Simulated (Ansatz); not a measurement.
The system is CsLiCr2Te2S3.

```
Cs Li Cr Te S
1.0
     3.60358    0.00000    0.00000
    -1.80179    3.12079    0.00000
     0.00000    0.00000   19.06651
Cs Li Cr Te S
1 1 2 2 3
Direct
  0.00000 0.00000 0.37399
  0.66667 0.33333 0.01607
  0.00000 0.00000 0.86637
  0.33333 0.66667 0.16833
  0.33333 0.66667 0.53891
  0.66667 0.33333 0.77276
  0.00000 0.00000 0.10030
  0.33333 0.66667 0.92920
  0.66667 0.33333 0.23408
```

The cell was built by a generator and needn't be a form met in nature.

Base run:

```yaml
Program: Ansatz 0.2.0
Functional: PBEsol
Potentials_or_basis: Ansatz PAW
Cutoff: "420 eV (not typed: the program's choice for these potentials)"
k_mesh: 9 × 9 × 2
Occupations: fermi-dirac, width 0.05 eV
Spin: collinear spin, ferromagnetic start
Starting_moments: "[0.0, 0.0, 3.0, 3.0, 0.0, 0.0, 0.0, 0.0, 0.0] μB"
```

Its results: band gap on the k mesh none (metal or under the smearing width); pressure -2.9 GPa; net moment 5.64 μB per cell; site moments Cs +0.00; Li -0.01; Cr +2.58, +2.74; Te -0.01, -0.15; S -0.05, -0.06 μB; largest force 0.337 eV/Å.

The run is repeated on the same cell with these changes: functional from PBEsol to PBE. What comes out?

Band gap on the k mesh none (metal or under the smearing width); pressure 0.0 GPa; net moment 5.64 μB per cell; site moments Cs +0.00; Li -0.01; Cr +2.58, +2.74; Te -0.01, -0.15; S -0.05, -0.06 μB; largest force 0.033 eV/Å.

PBE binds less tightly than PBEsol, so the same cell stands under more pressure.

Caveats: only a ferromagnetic start was run, and an antiferromagnetic order may lie lower in energy; spin-orbit coupling is left out, which moves the levels of the heavy elements (some runs); the PAW data sets come from PBE, with cores solved anew for the run's functional, which leaves a small shift of forces and pressure (some runs).
